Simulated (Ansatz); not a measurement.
# CH8BFSi2: one species, many methods

One table from this session's results is given with a row withheld; the runs are named, their logs left out.

Computed with Ansatz 0.2.0, Gaussian basis. Level: functionals in def2-TZVPP, the program's frozen cores in correlated methods.

Plan: PBE-D4, r2SCAN-D4, PBE0-D4, B3LYP-D4, ωB97X-V, ωB97M-V, B2PLYP; CCSD(T)/def2-TZVPP; MP2/def2-QZVPP; extrapolation to the limit.

### The relaxed structure

An earlier PBE0-D4 in a triple-zeta def2 set relaxation fixed the geometry.

SMILES `BC(F)[SiH2][SiH3]`, 13 atoms, charge 0, spin multiplicity 1.

Atoms are counted from 1 here; the program's logs count them from 0.

Bond lengths: B1–C2 1.515 Å, B1–H6 1.199 Å, B1–H7 1.193 Å, C2–F3 1.386 Å, C2–Si4 1.963 Å, C2–H8 1.094 Å, Si4–Si5 2.337 Å, Si4–H9 1.485 Å, Si4–H10 1.492 Å, Si5–H11 1.487 Å, Si5–H12 1.487 Å, Si5–H13 1.486 Å. Angles: C2–B1–H6 116.9°, C2–B1–H7 121.7°, H6–B1–H7 121.0°, B1–C2–F3 118.3°, B1–C2–Si4 94.1°, B1–C2–H8 118.7°, F3–C2–Si4 109.3°, F3–C2–H8 109.1°, Si4–C2–H8 105.1°, C2–Si4–Si5 110.9°, C2–Si4–H9 105.2°, C2–Si4–H10 109.6°, Si5–Si4–H9 113.0°, Si5–Si4–H10 109.8°, H9–Si4–H10 108.1°, Si4–Si5–H11 109.6°, Si4–Si5–H12 110.2°, Si4–Si5–H13 109.8° and more.

The first run:

in.yaml reads:

```yaml
crystal:
  periodic: [false, false, false]
  atoms:
    - {symbol: B, position_ang: [-0.799553, -0.048591, 1.851812]}
    - {symbol: C, position_ang: [-0.225382, -1.142055, 0.974943]}
    - {symbol: F, position_ang: [0.552867, -2.120831, 1.571997]}
    - {symbol: Si, position_ang: [0.931825, 0.079645, -0.034906]}
    - {symbol: Si, position_ang: [-0.087684, 0.734680, -2.032793]}
    - {symbol: H, position_ang: [-1.546917, 0.728969, 1.329055]}
    - {symbol: H, position_ang: [-0.434219, 0.110452, 2.976006]}
    - {symbol: H, position_ang: [-0.871972, -1.607250, 0.225070]}
    - {symbol: H, position_ang: [2.196126, -0.669165, -0.247270]}
    - {symbol: H, position_ang: [1.237719, 1.281742, 0.794752]}
    - {symbol: H, position_ang: [-0.415458, -0.468633, -2.843384]}
    - {symbol: H, position_ang: [0.825689, 1.611330, -2.812147]}
    - {symbol: H, position_ang: [-1.342539, 1.475007, -1.738336]}
basis:
  gaussian: {orbitals: def2-TZVPP}
hamiltonian: {xc: pbe, dispersion: d4}
output: {forces: true, orbitals: {seedname: orbitals}}
```

Started as:

```console
$ ansatz run in.yaml --threads 4 --pin off --events-out ev --progress --plain --max-ram 10444MiB
```

Among the steps run: PBE-D4 (GGA); r2SCAN-D4 (meta-GGA); PBE0-D4 (hybrid); B3LYP-D4 (hybrid); ωB97X-V (range-separated); ωB97M-V (range-separated); B2PLYP (double hybrid); CCSD(T) in def2-TZVPP; MP2 in def2-QZVPP.

One of the session's tables, all rows but one given; the rest of the session is left out.

| method | atomisation energy (kJ/mol) |
| --- | --- |
| PBE-D4 | 4268.6 |
| r2SCAN-D4 | 4259.0 |
| PBE0-D4 | ? |
| B3LYP-D4 | 4246.1 |
| ωB97X-V | 4269.4 |
| ωB97M-V | 4251.3 |
| B2PLYP | 4185.6 |
| HF/def2-TZVPP | 3211.8 |
| MP2/def2-TZVPP | 4145.8 |
| CCSD/def2-TZVPP | 4082.5 |
| CCSD(T)/def2-TZVPP | 4129.6 |
| MP2/CBS | 4246.6 |
| CCSD(T)/CBS | 4230.4 |

**Question.** Estimate the row for PBE0-D4.

**Answer.** atomisation energy (kJ/mol): 4228.1. In the column «atomisation energy (kJ/mol)» it lies between B2PLYP (4185.6) and CCSD(T)/CBS (4230.4).

To keep in mind: Free atoms (1 B, 1 C, 1 F, 2 Si, 8 H) were run apart at each level; the atomisation energy is their sum less the molecule, without zero-point or spin-orbit terms.
